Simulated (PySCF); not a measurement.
# C₇H₉F: magnetic properties

What do calculations give for the magnetic properties of C₇H₉F (`C=CCC1(CF)C=C1`)?

Programs: PySCF 2.14.0, with routines of our own; each step states its level. All values are computed. Atoms count from 0.

## Step 1: The system as given

17 atoms, charge 0, multiplicity 1; geometry from: GFN2-xTB.

## Step 2: Magnetic properties: GIAO B97-2/pcSseg-1

The job: settings as JSON, then the geometry in Å.

```
{"job": {"kind": "mag", "xc": "B97-2", "basis": "pcSseg-1", "isotopologues": 2}, "charge": 0, "multiplicity": 1}
C      2.592257     0.027371    -0.389773
C      1.503332    -0.645834    -0.070064
C      0.535179    -0.224016     0.990932
C     -0.801303     0.192949     0.377356
C     -1.721053    -0.964231     0.046619
F     -2.178784    -1.568861     1.200663
C     -0.882684     1.441625    -0.452874
C     -1.402110     1.523456     0.736103
H      2.867772     0.933507     0.125234
H      3.258502    -0.297495    -1.170948
H      1.250025    -1.552733    -0.603591
H      0.949049     0.616141     1.551536
H      0.359719    -1.050468     1.684587
H     -1.207286    -1.746519    -0.522334
H     -2.607638    -0.625679    -0.499459
H     -0.625794     1.878808    -1.385142
H     -1.896181     2.074012     1.497312
```

Level: GIAO B97-2/pcSseg-1 magnetisability, rotational g tensor and spin-rotation constants, non-relativistic, gas phase.

Launch:

```
$ OMP_NUM_THREADS=1 python excited_run.py task.json out
```

One launch serves the whole session: the jobs run in the order shown.

Standard output:

```text
coarse grid: 14272 points
cycle   1  E = -371.5995526547  dE =  1.084e+00  |g| = 5.787e-01  |ddm| = 3.670e+00
cycle   2  E = -371.5722632665  dE =  2.729e-02  |g| = 7.479e-01  |ddm| = 1.107e+00
cycle   3  E = -371.6670992690  dE = -9.484e-02  |g| = 8.202e-02  |ddm| = 6.437e-01
cycle   4  E = -371.6682474297  dE = -1.148e-03  |g| = 2.957e-02  |ddm| = 9.273e-02
cycle   5  E = -371.6684213538  dE = -1.739e-04  |g| = 1.011e-02  |ddm| = 3.606e-02
cycle   6  E = -371.6684417369  dE = -2.038e-05  |g| = 4.283e-03  |ddm| = 1.135e-02
cycle   7  E = -371.6684461393  dE = -4.402e-06  |g| = 8.221e-04  |ddm| = 3.721e-03
final grid: 138408 points
cycle   8  E = -371.7118172900  dE = -6.999e-05  |g| = 6.616e-03  |ddm| = 4.301e-02
cycle   9  E = -371.7118114241  dE =  5.866e-06  |g| = 9.084e-03  |ddm| = 1.081e-02
cycle  10  E = -371.7118233044  dE = -1.188e-05  |g| = 7.957e-04  |ddm| = 7.088e-03
cycle  11  E = -371.7118234227  dE = -1.182e-07  |g| = 3.819e-04  |ddm| = 9.629e-04
cycle  12  E = -371.7118234545  dE = -3.189e-08  |g| = 1.259e-04  |ddm| = 3.663e-04
cycle  13  E = -371.7118234584  dE = -3.837e-09  |g| = 1.760e-05  |ddm| = 1.180e-04
cycle  14  E = -371.7118234584  dE = -6.298e-11  |g| = 7.087e-06  |ddm| = 2.422e-05
converged SCF energy = -371.7118234584

Magnetisability tensor (1e-30 J/T^2)
    -1261.57      -29.20     -126.48
      -29.20    -1042.51       50.71
     -126.48       50.71    -1124.66
isotropic -1142.91   principal values   -1336.93  -1104.51   -987.30
isotropic susceptibility -68.828 1e-6 cm^3/mol

Inertial axes            a          b          c
rot. const./GHz      3.0668     1.4554     1.1371
chi total           -72.706    -64.212    -69.565
chi diamagnetic    -489.541   -915.116  -1127.868
chi paramagnetic    416.835    850.903   1058.302
quadrupole/D A       -4.933      1.020      3.913
g nuclear            0.5870     0.5671     0.5559
g electronic        -0.6006    -0.5818    -0.5654
g total             -0.0136    -0.0146    -0.0095

Spin-rotation constants (kHz, H = +C I.J)
atom  isotope        aa         bb         cc
  5    19F        0.995      0.412      0.344
  8     1H       -0.268     -0.032     -0.023
  9     1H       -0.031     -0.132     -0.029
 10     1H       -0.273     -0.016     -0.008
 11     1H       -0.302     -0.093     -0.042
 12     1H       -0.244     -0.009     -0.081
 13     1H       -0.194     -0.013     -0.061
 14     1H       -0.125     -0.076     -0.066
 15     1H       -0.205     -0.044     -0.008
 16     1H       -0.166     -0.053     -0.007
  0    13C*       0.887      0.380      0.373
  1    13C*       1.019      0.429      0.404
  2    13C*       0.600      0.266      0.204
  3    13C*       0.273      0.369      0.156
  4    13C*       0.824      0.378      0.280
  6    13C*       0.529      0.709      0.280
* in the singly substituted isotopologue

Isotopologues: g along a, b, c
2H    at 8,9,10,11,12,1    -0.0116    -0.0131    -0.0084
13C   at 0                 -0.0136    -0.0143    -0.0093
```

Wall time 28 s (1 thread of Arm Neoverse V1, shared host); peak memory 0.89 GiB.

Key values:

| quantity | value |
| --- | --- |
| magnetisability | -1143·10⁻³⁰ J/T² |
| molar susceptibility | -68.8·10⁻⁶ cm³/mol |
| rotational g (a, b, c) | -0.0136, -0.0146, -0.0095 |

## Step 3: Magnetic properties: GIAO HCTH407/cc-pVDZ

Settings changed since step 2:

```diff
@@ -1,2 +1,2 @@
-{"job": {"kind": "mag", "xc": "B97-2", "basis": "pcSseg-1", "isotopologues": 2}, "charge": 0, "multiplicity": 1}
+{"job": {"kind": "mag", "xc": "HCTH407", "basis": "cc-pVDZ"}, "charge": 0, "multiplicity": 1}
 C      2.592257     0.027371    -0.389773
```

Method: GIAO HCTH407/cc-pVDZ magnetisability, rotational g tensor and spin-rotation constants, non-relativistic, gas phase.

Standard output:

```text
coarse grid: 14272 points
cycle   1  E = -371.7383715924  dE =  9.151e-01  |g| = 7.121e-01  |ddm| = 8.177e+00
cycle   2  E = -371.6081857466  dE =  1.302e-01  |g| = 1.094e+00  |ddm| = 3.204e+00
cycle   3  E = -371.8538117639  dE = -2.456e-01  |g| = 1.368e-01  |ddm| = 1.841e+00
cycle   4  E = -371.8575542889  dE = -3.743e-03  |g| = 4.103e-02  |ddm| = 2.723e-01
cycle   5  E = -371.8578270255  dE = -2.727e-04  |g| = 2.100e-02  |ddm| = 8.277e-02
cycle   6  E = -371.8579295614  dE = -1.025e-04  |g| = 7.776e-03  |ddm| = 3.671e-02
cycle   7  E = -371.8579446206  dE = -1.506e-05  |g| = 2.170e-03  |ddm| = 1.257e-02
cycle   8  E = -371.8579457361  dE = -1.116e-06  |g| = 5.196e-04  |ddm| = 3.586e-03
final grid: 138408 points
cycle   9  E = -371.8635651683  dE = -8.355e-05  |g| = 1.090e-02  |ddm| = 1.060e-01
cycle  10  E = -371.8635365499  dE =  2.862e-05  |g| = 1.496e-02  |ddm| = 5.171e-02
cycle  11  E = -371.8635951041  dE = -5.855e-05  |g| = 3.529e-03  |ddm| = 3.008e-02
cycle  12  E = -371.8635983974  dE = -3.293e-06  |g| = 4.991e-04  |ddm| = 5.223e-03
cycle  13  E = -371.8635984496  dE = -5.217e-08  |g| = 2.408e-04  |ddm| = 9.622e-04
cycle  14  E = -371.8635984627  dE = -1.309e-08  |g| = 7.571e-05  |ddm| = 4.045e-04
cycle  15  E = -371.8635984641  dE = -1.439e-09  |g| = 2.585e-05  |ddm| = 1.359e-04
cycle  16  E = -371.8635984643  dE = -1.592e-10  |g| = 6.406e-06  |ddm| = 4.157e-05
converged SCF energy = -371.8635984643

Magnetisability tensor (1e-30 J/T^2)
    -1225.31      -26.65     -123.44
      -26.65    -1009.60       51.00
     -123.44       51.00    -1095.79
isotropic -1110.23   principal values   -1300.00  -1073.07   -957.64
isotropic susceptibility -66.860 1e-6 cm^3/mol

Inertial axes            a          b          c
rot. const./GHz      3.0668     1.4554     1.1371
chi total           -70.584    -62.281    -67.715
chi diamagnetic    -488.542   -913.967  -1126.406
chi paramagnetic    417.958    851.686   1058.691
quadrupole/D A       -4.586      1.113      3.473
g nuclear            0.5870     0.5671     0.5559
g electronic        -0.6022    -0.5823    -0.5656
g total             -0.0152    -0.0152    -0.0097

Spin-rotation constants (kHz, H = +C I.J)
atom  isotope        aa         bb         cc
  5    19F        1.117      0.454      0.383
  8     1H       -0.265     -0.031     -0.024
  9     1H       -0.027     -0.134     -0.030
 10     1H       -0.271     -0.015     -0.007
 11     1H       -0.300     -0.091     -0.041
 12     1H       -0.242     -0.005     -0.083
 13     1H       -0.190     -0.011     -0.060
 14     1H       -0.120     -0.075     -0.066
 15     1H       -0.209     -0.045     -0.007
 16     1H       -0.172     -0.055     -0.007
  0    13C*       0.822      0.342      0.333
  1    13C*       0.947      0.392      0.362
  2    13C*       0.552      0.250      0.188
  3    13C*       0.270      0.355      0.151
  4    13C*       0.767      0.354      0.258
  6    13C*       0.491      0.630      0.264
* in the singly substituted isotopologue
```

It took 36 s on 1 thread of Arm Neoverse V1, shared host; peak memory 0.6 GiB.

Key values:

| quantity | value |
| --- | --- |
| magnetisability | -1110·10⁻³⁰ J/T² |
| molar susceptibility | -66.9·10⁻⁶ cm³/mol |
| rotational g (a, b, c) | -0.0152, -0.0152, -0.0097 |

## Step 4: Magnetic properties side by side

| level | ξ (10⁻³⁰ J/T²) | g(a) | g(b) | gap (eV) | functions | time |
| --- | --- | --- | --- | --- | --- | --- |
| GIAO B97-2/pcSseg-1 | -1143 | -0.0136 | -0.0146 | 6.63 | 181 | 28 s |
| GIAO HCTH407/cc-pVDZ | -1110 | -0.0152 | -0.0152 | 4.82 | 157 | 36 s |

## Step 5: What came out

| quantity | value |
| --- | --- |
| magnetisability (step 2, GIAO B97-2/pcSseg-1) | -1143·10⁻³⁰ J/T² |
| molar susceptibility (step 2, GIAO B97-2/pcSseg-1) | -68.8·10⁻⁶ cm³/mol |
| rotational g (a, b, c) (step 2, GIAO B97-2/pcSseg-1) | -0.0136, -0.0146, -0.0095 |
| magnetisability over the levels | -1143 to -1110·10⁻³⁰ J/T² |

What this shows: The magnetisability spreads by 2.9 % over 2 levels of like cost. Two levels can agree by chance, so this spread shows no convergence. Vibrational averaging and real surroundings are missing from these values.
